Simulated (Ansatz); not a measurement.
# C2H2Zn: single points off equilibrium

A test off equilibrium: a structure displaced at random from a GFN2-xTB minimum is computed at several levels, and each is set against CCSD(T).

Program: Ansatz 0.2.0, Gaussian basis. Level of theory: single points in def2-TZVPP. These are calculated values, not measurements.

Cores are frozen in the correlated methods. The 3s and 3p shells of Cu and Zn are frozen; filled d shells are correlated.

### 1 The system as given

5 atoms, charge 0, spin multiplicity 1.

Atoms are counted from 1 here; the program's logs count them from 0.

Bond lengths: C1–C2 1.199 Å, C1–H4 1.082 Å, C2–Zn3 1.907 Å, Zn3–H5 1.491 Å. Angles: C2–C1–H4 177.1°, C1–C2–Zn3 178.1°, C2–Zn3–H5 177.8°.

As a file:

```xyz
5
charge 0, multiplicity 1
C    -1.4655   -0.5412   -0.0207
C    -0.3285   -0.1616    0.0217
Zn    1.4616    0.4952    0.0608
H    -2.5021   -0.8431   -0.0928
H     2.8438    1.0555    0.0656
```

### 2 CCSD(T)/def2-TZVPP

Contents of run/in.yaml:

```yaml
crystal:
  periodic: [false, false, false]
  atoms:
    - {symbol: C, position_ang: [-1.465500, -0.541200, -0.020700]}
    - {symbol: C, position_ang: [-0.328500, -0.161600, 0.021700]}
    - {symbol: Zn, position_ang: [1.461600, 0.495200, 0.060800]}
    - {symbol: H, position_ang: [-2.502100, -0.843100, -0.092800]}
    - {symbol: H, position_ang: [2.843800, 1.055500, 0.065600]}
basis:
  gaussian: {orbitals: def2-TZVPP}
correlation: {method: ccsd_t, frozen_orbitals: {C: 1, H: 0, Zn: 9}}
output: {forces: true}
```

No record of the launch command was kept for these runs.

### 3 PBE0-D4/def2-TZVPP

Edit run/in.yaml of step 2 so:

```diff
@@ -10,3 +10,3 @@
   gaussian: {orbitals: def2-TZVPP}
-correlation: {method: ccsd_t, frozen_orbitals: {C: 1, H: 0, Zn: 9}}
-output: {forces: true}
+hamiltonian: {xc: pbe0, dispersion: d4}
+output: {forces: true, orbitals: {seedname: orbitals}}
```

### 4 wB97M-V/def2-TZVPP

Edit run/in.yaml of step 3 so:

```diff
@@ -10,3 +10,3 @@
   gaussian: {orbitals: def2-TZVPP}
-hamiltonian: {xc: pbe0, dispersion: d4}
-output: {forces: true, orbitals: {seedname: orbitals}}
+hamiltonian: {xc: {name: wB97M-V}}
+output: {forces: true}
```

### 5 r2SCAN-D4/def2-TZVPP

Edit run/in.yaml of step 4 so:

```diff
@@ -10,3 +10,3 @@
   gaussian: {orbitals: def2-TZVPP}
-hamiltonian: {xc: {name: wB97M-V}}
+hamiltonian: {xc: r2scan, dispersion: d4}
 output: {forces: true}
```

### 6 PBE-D4/def2-TZVPP

Edit run/in.yaml of step 5 so:

```diff
@@ -10,3 +10,3 @@
   gaussian: {orbitals: def2-TZVPP}
-hamiltonian: {xc: r2scan, dispersion: d4}
+hamiltonian: {xc: pbe, dispersion: d4}
 output: {forces: true}
```

### 7 SPW92/def2-TZVPP

Edit run/in.yaml of step 6 so:

```diff
@@ -10,3 +10,3 @@
   gaussian: {orbitals: def2-TZVPP}
-hamiltonian: {xc: pbe, dispersion: d4}
+hamiltonian: {xc: lda}
 output: {forces: true}
```

### 8 B97M-V/def2-TZVPP

Edit run/in.yaml of step 7 so:

```diff
@@ -10,3 +10,3 @@
   gaussian: {orbitals: def2-TZVPP}
-hamiltonian: {xc: lda}
+hamiltonian: {xc: {name: B97M-V}}
 output: {forces: true}
```

(Steps that only read results are left out.)

**Question.** What will these runs give? Wanted: energy less free atoms, CCSD(T)/def2-TZVPP; RMS force component; RMS force error; HOMO and LUMO, PBE0-D4; T1 diagnostic.

**Answer**, as computed:

```
                                  quantity                                                                                        value
energy less free atoms, CCSD(T)/def2-TZVPP                                                                              -397.2 kcal/mol
                       RMS force component                                                         0.592 to 1.108 eV/Å over the methods
                           RMS force error  PBE0-D4 0.455, wB97M-V 0.560, r2SCAN-D4 0.306, PBE-D4 0.148, SPW92 0.371, B97M-V 0.397 eV/Å
                    HOMO and LUMO, PBE0-D4                                                                           -8.02 and -0.88 eV
                             T1 diagnostic                                                                                        0.016
```

What this shows: Against CCSD(T) the functionals' energies less atoms differ by -72.5 to -9.5 kcal/mol, PBE-D4 by -21.5 kcal/mol. The reference is not at the basis limit: in triple zeta CCSD(T) underbinds, which counts against methods that bind more; the gaps are no ranking. The forces of PBE-D4 come nearest to CCSD(T), those of wB97M-V are farthest. Frozen-core CCSD(T) forces in triple zeta carry basis errors of their own, and this is one geometry, so small gaps rank nothing.
